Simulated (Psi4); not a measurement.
# GeH2 (SMILES [GeH2]): levels of theory compared

Wanted: a comparison of 5 runs (HF/def2-TZVPPD, BLYP/def2-TZVPPD, PBE/def2-TZVPPD, SVWN5/def2-TZVPPD, CCSD/def2-TZVPPD) of GeH2. 

The results are computed with Psi4 1.11.

2 further runs of the same task are left out: 2 set aside as unsound or not needed.

## 1. Starting point

The species is GeH2 (3 atoms), meant as a singlet with charge 0. As SMILES, `[GeH2]`. The Ge1–H3 distance was set to 1.834 Å, away from the relaxed value.

Bond lengths: Ge1–H2 1.595 Å. A long bond or contact: Ge1–H3 1.834 Å.

## 2. A single-point energy at HF/def2-TZVPPD (run 1)

job.in reads:

```
memory 2.2 GB

molecule {
  0 1
  Ge    -0.623680     0.638169    -0.266460
  H      0.729420     0.976669     0.506240
  H     -0.212900    -1.148700    -0.245300
  symmetry c1
  no_reorient
  no_com
}

set {
  basis         def2-TZVPPD
  reference     rhf
  puream        true
  e_convergence 1e-09
  d_convergence 1e-08
  scf_type      pk
}

E, wfn = energy('hf', return_wfn=True)
oeprop(wfn, 'MULLIKEN_CHARGES', 'LOWDIN_CHARGES', 'MAYER_INDICES', title='HF')
```

Run with:

```console
$ psi4 -n 1 job.in job.out
```

job.out:

```text
[...]
  Running in c1 symmetry.
[...]
  Nuclear repulsion =   20.071631196436300
[...]
  Multiplicity = 1
[...]
  Nalpha       = 17
  Nbeta        = 17
[...]
    Number of basis functions: 88
[...]
   @RHF iter   1: -2075.24587596640595   -3.28355e+00   3.07155e-02 ADIIS/DIIS
[...]
   @RHF iter  11: -2076.46466482994310   -1.36424e-12   2.33747e-09 DIIS
[...]
    Orbital Energies [Eh]
    ---------------------
    Doubly Occupied:
       1A   -405.254631     2A    -52.160915     3A    -46.248874
       4A    -46.246994     5A    -46.246326     6A     -7.201855
       7A     -5.179301     8A     -5.172227     9A     -5.169851
      10A     -1.653675    11A     -1.650858    12A     -1.647543
      13A     -1.641366    14A     -1.638468    15A     -0.657814
      16A     -0.419405    17A     -0.341046
[...]
  @RHF Final Energy: -2076.46466482994310
   => Energetics <=
    Nuclear Repulsion Energy =             20.0716311964363001
    One-Electron Energy =               -2936.0102926660256344
    Two-Electron Energy =                 839.4739966396466571
    Total Energy =                      -2076.4646648299431035
[...]
 Multipole Moments:
 ------------------------------------------------------------------------------------
     Multipole            Electronic (a.u.)      Nuclear  (a.u.)        Total (a.u.)
 ------------------------------------------------------------------------------------
 L = 1.  Multiply by 2.5417464519 to convert [e a0] to [Debye]
 Dipole X            :         36.6706926          -36.7386191           -0.0679266
 Dipole Y            :        -37.9499069           38.2657767            0.3158698
 Dipole Z            :         15.6188647          -15.6200604           -0.0011958
 Magnitude           :                                                    0.3230931
[...]
```

It took 5.1 s on 1 thread of Intel Xeon at 2.70GHz, shared host; peak memory 0.34 GiB.

## 3. Energy and gradient at BLYP/def2-TZVPPD (run 2)

geh2.dat reads:

```
memory 2200 MB

molecule {
  0 1
  Ge    -0.623680     0.638169    -0.266460
  H      0.729420     0.976669     0.506240
  H     -0.212900    -1.148700    -0.245300
  symmetry c1
  no_reorient
  no_com
}

set globals {
  basis def2-TZVPPD
  puream true
  e_convergence 1e-09
  d_convergence 1e-08
  scf_type pk
  dft_radial_points 99
  dft_spherical_points 590
}

e, wfn = gradient('blyp', return_wfn=True)
oeprop(wfn, 'MULLIKEN_CHARGES', 'QUADRUPOLE', 'WIBERG_LOWDIN_INDICES')
print_variables()
```

Run with:

```console
$ psi4 geh2.dat geh2.out -n 1
```

geh2.out:

```text
[...]
  Running in c1 symmetry.
[...]
  Nuclear repulsion =   20.071631196436300
[...]
  Multiplicity = 1
[...]
  Nalpha       = 17
  Nbeta        = 17
[...]
    Number of basis functions: 88
[...]
   @RKS iter   1: -2076.52187364046904   -1.61054e+00   3.62155e-02 ADIIS/DIIS
[...]
   @RKS iter  12: -2078.19564521733309   -4.54747e-13   1.35513e-09 DIIS
[...]
  @RKS Final Energy: -2078.19564521733309
   => Energetics <=
    Nuclear Repulsion Energy =             20.0716311964363001
    One-Electron Energy =               -2934.6679176904763153
    Two-Electron Energy =                 916.1071345829523125
    DFT Exchange-Correlation Energy =     -79.7064933062453633
    Empirical Dispersion Energy =           0.0000000000000000
    VV10 Nonlocal Energy =                  0.0000000000000000
    Total Energy =                      -2078.1956452173330945
[...]
  -Total Gradient:
     Atom            X                  Y                   Z
    ------   -----------------  -----------------  -----------------
       1       -0.002469101557     0.032511197641     0.002331653310
       2       -0.004328206092    -0.000272136043    -0.002380106161
       3        0.006797652933    -0.032239188087     0.000048625960
[...]
  Mulliken Charges: (a.u.)
   Center  Symbol    Alpha    Beta     Spin     Total
       1    GE    15.96326 15.96326  0.00000  0.07348
       2     H     0.50673  0.50673  0.00000 -0.01346
       3     H     0.53001  0.53001  0.00000 -0.06002
   Total alpha = 17.00000, Total beta = 17.00000, Total charge =  0.00000
  Wiberg Bond Indices using Orthogonal Lowdin Orbitals:
[...]
```

Run time: 16 s. Hardware: 1 thread of Intel Xeon at 2.70GHz, shared host; peak memory 0.75 GiB.

Runs 3 to 4 aren't shown in full; the table further down has their settings and results.

## 4. The energy at CCSD/def2-TZVPPD (run 5)

geh2.json reads:

```json
{
  "schema_name": "qcschema_input",
  "schema_version": 1,
  "molecule": {
    "schema_name": "qcschema_molecule",
    "schema_version": 2,
    "symbols": ["Ge", "H", "H"],
    "geometry": [-1.17858439, 1.20596463, -0.50353642, 1.37840403, 1.84563692, 0.95665495, -0.40232269, -2.1707284, -0.46354982],
    "molecular_charge": 0,
    "molecular_multiplicity": 1,
    "fix_symmetry": "c1",
    "fix_com": true,
    "fix_orientation": true
  },
  "driver": "energy",
  "model": {
    "method": "ccsd",
    "basis": "def2-TZVPPD"
  },
  "keywords": {
    "reference": "rhf",
    "puream": true,
    "e_convergence": 1e-09,
    "d_convergence": 1e-08,
    "scf_type": "pk",
    "num_frozen_docc": 9
  }
}
```

Run with:

```console
$ psi4 --qcschema geh2.json -n 1 --memory 2200MB
```

stdout:

```text
[...]
  Running in c1 symmetry.
[...]
  Nuclear repulsion =   20.071631216822556
[...]
  Multiplicity = 1
[...]
  Nalpha       = 17
  Nbeta        = 17
[...]
    Number of basis functions: 88
[...]
   @RHF iter   1: -2075.24587596685205   -3.28355e+00   3.07155e-02 ADIIS/DIIS
[...]
   @RHF iter  11: -2076.46466483002314   -9.09495e-13   2.33747e-09 DIIS
[...]
  @RHF Final Energy: -2076.46466483002314
   => Energetics <=
    Nuclear Repulsion Energy =             20.0716312168225564
    One-Electron Energy =               -2936.0102927104244372
    Two-Electron Energy =                 839.4739966635789870
    Total Energy =                      -2076.4646648300231391
[...]
 Multipole Moments:
 ------------------------------------------------------------------------------------
     Multipole            Electronic (a.u.)      Nuclear  (a.u.)        Total (a.u.)
 ------------------------------------------------------------------------------------
 L = 1.  Multiply by 2.5417464519 to convert [e a0] to [Debye]
 Dipole X            :         36.6706926          -36.7386191           -0.0679266
 Dipole Y            :        -37.9499069           38.2657767            0.3158698
 Dipole Z            :         15.6188645          -15.6200603           -0.0011958
 Magnitude           :                                                    0.3230931
[...]
      * MP2 total energy                      = -2076.704693191236856
[...]
      * CCSD total energy                     = -2076.722501904831461
[...]
```

The result, in JSON:

```text
{
 "driver": "energy",
 "model": {
  "method": "ccsd",
  "basis": "def2-TZVPPD"
 },
 "success": true,
 "return_result": -2076.7225019048315,
 "properties": {
  "calcinfo_nbasis": 88,
  "calcinfo_nmo": 88,
  "calcinfo_nalpha": 17,
  "calcinfo_nbeta": 17,
  "calcinfo_natom": 3,
  "nuclear_repulsion_energy": 20.071631216822556,
  "return_energy": -2076.7225019048315,
  "scf_one_electron_energy": -2936.0102927104244,
  "scf_two_electron_energy": 839.473996663579,
  "scf_dipole_moment": [-0.06792657288738724, 0.3158698051066082, -0.001195761428768094],
  "scf_total_energy": -2076.464664830023,
  "scf_iterations": 11,
  "mp2_same_spin_correlation_energy": -0.06130075784798525,
  "mp2_opposite_spin_correlation_energy": -0.1787276033542511,
  "mp2_singles_energy": -3.454358801327346e-27,
  "mp2_doubles_energy": -0.24002836120223636,
  "mp2_correlation_energy": -0.24002836120223636,
  "mp2_total_energy": -2076.704693191237,
  "ccsd_same_spin_correlation_energy": -0.05755697067695695,
  "ccsd_opposite_spin_correlation_energy": -0.200280104120001,
  "ccsd_singles_energy": 0.0,
  "ccsd_doubles_energy": -0.25783707479695794,
  "ccsd_correlation_energy": -0.2578370747969585,
  "ccsd_total_energy": -2076.7225019048315,
  "ccsd_iterations": 17
 }
}
```

Run time: 18 s. Hardware: 1 thread of Intel Xeon at 2.70GHz, shared host; peak memory 0.58 GiB.

## 5. The series

```tsv
run	level	task	integration grid	energy (Eh)	dipole moment (D)	HOMO energy (eV)	LUMO energy (eV)	wall time
1	HF/def2-TZVPPD	energy	–	-2076.464665	0.82	-9.28	0.06	5.1 s
2	BLYP/def2-TZVPPD	gradient	99 radial × 590 angular	-2078.195645	0.92	-5.91	-3.97	16 s
3	PBE/def2-TZVPPD	energy	99 radial × 590 angular	-2077.814262	0.80	-5.99	-4.03	9.9 s
4	SVWN5/def2-TZVPPD	gradient	99 radial × 590 angular	-2074.957883	0.70	-6.08	-4.28	11 s
5	CCSD/def2-TZVPPD	energy	–	-2076.722502	–	-9.28	0.06	18 s
```

## 6. What came out

| quantity | value |
| --- | --- |
| run 5: total energy | -2076.72250 Eh |
| run 5: HOMO energy (Hartree–Fock orbitals) | -9.28 eV |
| run 5: LUMO energy (Hartree–Fock orbitals) | 0.06 eV |
| run 5: HOMO–LUMO gap (Hartree–Fock orbitals) | 9.34 eV |
| run 5: correlation energy (9 core orbitals frozen) | -257.8 mEh |
| run 5: T1 diagnostic | 0.013 |

Over runs 1, 2, 3, 4 the dipole moment (its size) runs from 0.70 D (SVWN5/def2-TZVPPD) to 0.92 D (BLYP/def2-TZVPPD). Over runs 1, 2, 3, 4 the HOMO–LUMO gap runs from 1.81 eV (SVWN5/def2-TZVPPD) to 9.34 eV (HF/def2-TZVPPD). Exact exchange widens orbital gaps. Totals of different functionals can't be ranked against each other. All runs together took 60 s, the longest 18 s.
